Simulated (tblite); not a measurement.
# C6H9Cl2NO: the cost of one run

Programs: tblite 0.8.0 and PySCF 2.14.0, with density-fitted response routines of our own. Each step states its level of theory. These are calculated values for one molecule in the gas phase, unless marked as measured. Atoms count from 0, in the outputs and in this text.

## Step 1: Starting geometry

19 atoms, charge 0, multiplicity 1; geometry from: force field or distance geometry start.

Bonds of the start (Å): C0–C1 1.50, C1–C2 1.37, C2–C3 1.50, C3–C4 1.51, C4–N5 1.37, C4–O6 1.22, C1–C7 1.52, C7–Cl8 1.77, C7–Cl9 1.79, C0–H10 1.09, C0–H11 1.11, C0–H12 1.10, C2–H13 1.09, C3–H14 1.08, C3–H15 1.11, N5–H16 1.00, N5–H17 1.01, C7–H18 1.09.

## Step 2: Relaxing the molecule with GFN2-xTB

Job settings and geometry (Å):

```
{"job": {"kind": "relax", "xc": "GFN2-xTB", "basis": "xTB"}, "charge": 0, "multiplicity": 1}
C     -1.626400     0.146200    -0.807600
C     -1.016300     0.457900     0.524000
C      0.089200    -0.191600     1.012900
C      0.860400    -1.296900     0.363600
C      2.248400    -0.805100     0.016800
N      2.483300    -0.640600    -1.326000
O      3.110300    -0.529100     0.837500
C     -1.665900     1.549300     1.364300
Cl    -1.488400     3.128700     0.577400
Cl    -3.392900     1.181600     1.658600
H     -0.966000    -0.400500    -1.473900
H     -2.546100    -0.452900    -0.678200
H     -1.906300     1.068200    -1.329700
H      0.481500     0.104400     1.981300
H      0.363700    -1.720900    -0.502600
H      0.974000    -2.122800     1.102900
H      1.796200    -0.805100    -2.034700
H      3.397000    -0.298700    -1.598000
H     -1.205400     1.636900     2.351200
```

Run with:

```bash
$ OMP_NUM_THREADS=1 python probes_run.py task.json out
```

One launch serves the whole session: the jobs run in the order shown.

Q: Estimate the wall time of this first job on 1 thread of Intel Xeon at 2.50GHz, shared host.

About 6.8 s.
